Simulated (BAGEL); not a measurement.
**CH5FOSi (SMILES CO[SiH2]F) at PBE0/def2-SVP (density fitting with qzvpp-jkfit)**

Aim: the energy change on altering one bond length of CH5FOSi at PBE0/def2-SVP (density fitting with qzvpp-jkfit), from 2 runs. 

The results are computed with BAGEL 1.2.2.

5 further runs of the same task are left out: 5 that didn't finish.

## 1. Starting point

The species is CH5FOSi (9 atoms), meant as a singlet with charge 0. SMILES: `CO[SiH2]F`. Geometry: relaxed at PBE0-D4/def2-TZVP. This is one conformer, not always the lowest.

Bond lengths: C1–O2 1.412 Å, O2–Si3 1.623 Å, Si3–F4 1.598 Å, C1–H5 1.094 Å, C1–H6 1.091 Å, C1–H7 1.096 Å, Si3–H8 1.474 Å, Si3–H9 1.483 Å. Some angles: C1–O2–Si3 125.2°, O2–Si3–F4 111.1°, O2–C1–H5 110.6°, O2–C1–H6 108.3°, O2–C1–H7 111.7°, O2–Si3–H8 106.8°, O2–Si3–H9 110.6°, F4–Si3–H8 108.2°, F4–Si3–H9 105.9°, H5–C1–H6 108.8°.

## 2. The energy at PBE0/def2-SVP (density fitting with qzvpp-jkfit)

Input file input.json:

```json
{ "bagel" : [

{
  "title" : "molecule",
  "basis" : "svp",
  "df_basis" : "qzvpp-jkfit",
  "angstrom" : true,
  "geometry" : [
    { "atom" : "C", "xyz" : [      -0.280200,       1.150700,      -0.688400 ] },
    { "atom" : "O", "xyz" : [      -0.743600,      -0.064200,      -0.138000 ] },
    { "atom" : "Si", "xyz" : [       0.168900,      -1.127700,       0.679900 ] },
    { "atom" : "F", "xyz" : [       1.202000,      -1.865200,      -0.290100 ] },
    { "atom" : "H", "xyz" : [       0.189600,       0.979000,      -1.660800 ] },
    { "atom" : "H", "xyz" : [      -1.135900,       1.813600,      -0.823000 ] },
    { "atom" : "H", "xyz" : [       0.443400,       1.643500,      -0.029000 ] },
    { "atom" : "H", "xyz" : [      -0.748200,      -2.141700,       1.231900 ] },
    { "atom" : "H", "xyz" : [       0.992400,      -0.434200,       1.700300 ] }
  ]
},

{
  "title" : "ks",
  "xc_func" : "pbe0"
},

{
  "title" : "print",
  "file" : "orbitals.molden",
  "orbitals" : true
}

]}
```

The run is started by

```bash
$ BAGEL_NUM_THREADS=1 BAGEL input.json > input.out
```

Standard output:

```text
* using 1 threads per process

  ===============================================================
  ===============================================================

  *** Geometry ***

  { "atom" : "C", "xyz" : [     -0.529501,      2.174508,     -1.300887 ] },
  { "atom" : "O", "xyz" : [     -1.405200,     -0.121320,     -0.260782 ] },
  { "atom" : "Si", "xyz" : [      0.319175,     -2.131044,      1.284825 ] },
  { "atom" : "F", "xyz" : [      2.271451,     -3.524717,     -0.548210 ] },
  { "atom" : "H", "xyz" : [      0.358292,      1.850042,     -3.138457 ] },
  { "atom" : "H", "xyz" : [     -2.146540,      3.427207,     -1.555245 ] },
  { "atom" : "H", "xyz" : [      0.837905,      3.105765,     -0.054802 ] },
  { "atom" : "H", "xyz" : [     -1.413893,     -4.047226,      2.327954 ] },
  { "atom" : "H", "xyz" : [      1.875364,     -0.820519,      3.213101 ] },

  Number of auxiliary basis functions:      447

  Since a DF basis is specified, we compute 2- and 3-index integrals:
    o Being stored without compression. Storage requirement is 0.026 GB

  Number of basis functions:       85
  Number of electrons      :       42

    * METHOD: MOLECULE                             0.20

  *** Kohn-Sham DFT ***

    * Removing 15653 points whose weight is below 1.00e-10
    * Grid points: 118501

  === Nuclear Repulsion ===
   182.2719745510

       - DIIS with orbital gradients will be used.

  === KS iteration (pbe0 / svp) ===
      0       -474.20471659          0.12343779           0.41
      1       -418.14695501          0.18414403           0.39
      2       -467.46372715          0.16491803           0.40
      3       -491.96699414          0.08126722           0.39
      4       -496.14982690          0.09425774           0.41
      5       -504.93538960          0.02063217           0.40
      6       -505.00704769          0.01630464           0.40
      7       -505.13147926          0.00530616           0.41
      8       -505.14111604          0.00300133           0.41
      9       -505.14516641          0.00116459           0.40
     10       -505.14581291          0.00022682           0.41
     11       -505.14583778          0.00002768           0.41
     12       -505.14583809          0.00000728           0.41
     13       -505.14583811          0.00000303           0.41
     14       -505.14583811          0.00000140           0.41
     15       -505.14583811          0.00000028           0.41
     16       -505.14583811          0.00000007           0.41
     17       -505.14583811          0.00000002           0.41
     18       -505.14583811          0.00000001           0.41
     19       -505.14583811          0.00000000           0.41
    * SCF iteration converged.

    * Permanent dipole moment:
           (    0.017690,    -0.642119,    -0.119342) a.u.

    * METHOD: KS                                   8.77

    * METHOD: PRINT                                0.02

  ===============================================================
```

It took 9.3 s on 1 thread of Arm Neoverse V1, shared host; peak memory 0.47 GiB.

## 3. The distorted shape, same level

Input file calc.json:

```json
{ "bagel" : [

{
  "title" : "molecule",
  "basis" : "svp",
  "df_basis" : "qzvpp-jkfit",
  "angstrom" : true,
  "geometry" : [
    { "atom" : "C", "xyz" : [      -0.553946,       1.469745,      -0.933766 ] },
    { "atom" : "O", "xyz" : [      -1.017346,       0.254845,      -0.383366 ] },
    { "atom" : "Si", "xyz" : [       0.168900,      -1.127700,       0.679900 ] },
    { "atom" : "F", "xyz" : [       1.202000,      -1.865200,      -0.290100 ] },
    { "atom" : "H", "xyz" : [      -0.084146,       1.298045,      -1.906166 ] },
    { "atom" : "H", "xyz" : [      -1.409646,       2.132645,      -1.068366 ] },
    { "atom" : "H", "xyz" : [       0.169654,       1.962545,      -0.274366 ] },
    { "atom" : "H", "xyz" : [      -0.748200,      -2.141700,       1.231900 ] },
    { "atom" : "H", "xyz" : [       0.992400,      -0.434200,       1.700300 ] }
  ]
},

{
  "title" : "ks",
  "xc_func" : "pbe0"
},

{
  "title" : "print",
  "file" : "orbitals.molden",
  "orbitals" : true
}

]}
```

The run is started by

```bash
$ BAGEL_NUM_THREADS=1 BAGEL calc.json > calc.out
```

Standard output:

```text
* using 1 threads per process

  ===============================================================
  ===============================================================

  *** Geometry ***

  { "atom" : "C", "xyz" : [     -1.046806,      2.777416,     -1.764562 ] },
  { "atom" : "O", "xyz" : [     -1.922505,      0.481587,     -0.724457 ] },
  { "atom" : "Si", "xyz" : [      0.319175,     -2.131044,      1.284825 ] },
  { "atom" : "F", "xyz" : [      2.271451,     -3.524717,     -0.548210 ] },
  { "atom" : "H", "xyz" : [     -0.159013,      2.452950,     -3.602132 ] },
  { "atom" : "H", "xyz" : [     -2.663845,      4.030115,     -2.018919 ] },
  { "atom" : "H", "xyz" : [      0.320600,      3.708673,     -0.518477 ] },
  { "atom" : "H", "xyz" : [     -1.413893,     -4.047226,      2.327954 ] },
  { "atom" : "H", "xyz" : [      1.875364,     -0.820519,      3.213101 ] },

  Number of auxiliary basis functions:      447

  Since a DF basis is specified, we compute 2- and 3-index integrals:
    o Being stored without compression. Storage requirement is 0.026 GB

  Number of basis functions:       85
  Number of electrons      :       42

    * METHOD: MOLECULE                             0.20

  *** Kohn-Sham DFT ***

    * Removing 14841 points whose weight is below 1.00e-10
    * Grid points: 119313

  === Nuclear Repulsion ===
   166.6258571022

       - DIIS with orbital gradients will be used.

  === KS iteration (pbe0 / svp) ===
      0       -476.19543793          0.11022250           0.42
      1       -417.91975310          0.17395560           0.41
      2       -460.22858600          0.17463379           0.41
      3       -489.73455448          0.08550564           0.41
      4       -496.46479078          0.11269478           0.41
      5       -504.54040000          0.03284346           0.41
      6       -504.69939317          0.02783410           0.41
      7       -504.79070071          0.02391775           0.41
      8       -504.91044744          0.01827652           0.41
      9       -505.06506139          0.00563974           0.41
     10       -505.07817025          0.00253259           0.41
     11       -505.08141821          0.00019866           0.41
     12       -505.08143262          0.00004281           0.41
     13       -505.08143344          0.00000672           0.41
     14       -505.08143346          0.00000160           0.42
     15       -505.08143346          0.00000103           0.41
     16       -505.08143346          0.00000029           0.41
     17       -505.08143346          0.00000013           0.41
     18       -505.08143346          0.00000004           0.41
     19       -505.08143346          0.00000002           0.41
     20       -505.08143346          0.00000000           0.41
    * SCF iteration converged.

    * Permanent dipole moment:
           (   -0.315744,    -0.039662,    -0.588689) a.u.

    * METHOD: KS                                   9.33

    * METHOD: PRINT                                0.02

  ===============================================================
```

Run time: 9.9 s. Hardware: 1 thread of Arm Neoverse V1, shared host; peak memory 0.47 GiB.

## 4. Outcome

Level: PBE0/def2-SVP (density fitting with qzvpp-jkfit).

```
                                                          quantity          value
                                         first shape: total energy  -505.14584 Eh
                                        first shape: dipole moment         1.66 D
                                          first shape: HOMO energy       -8.67 eV
                                          first shape: LUMO energy        1.48 eV
                                        first shape: HOMO–LUMO gap       10.16 eV
                                     distorted shape: total energy  -505.08143 Eh
                                    distorted shape: dipole moment         1.70 D
                                      distorted shape: HOMO energy       -7.13 eV
                                      distorted shape: LUMO energy       -0.55 eV
                                    distorted shape: HOMO–LUMO gap        6.59 eV
energy change with the O2–Si3 bond stretched from 1.623 to 2.109 Å       1.753 eV
```

What this shows: With the O2–Si3 bond stretched from 1.623 to 2.109 Å the energy rises by 1.75 eV (40 kcal/mol). The first shape isn't relaxed at this level, so the change isn't measured from a minimum.
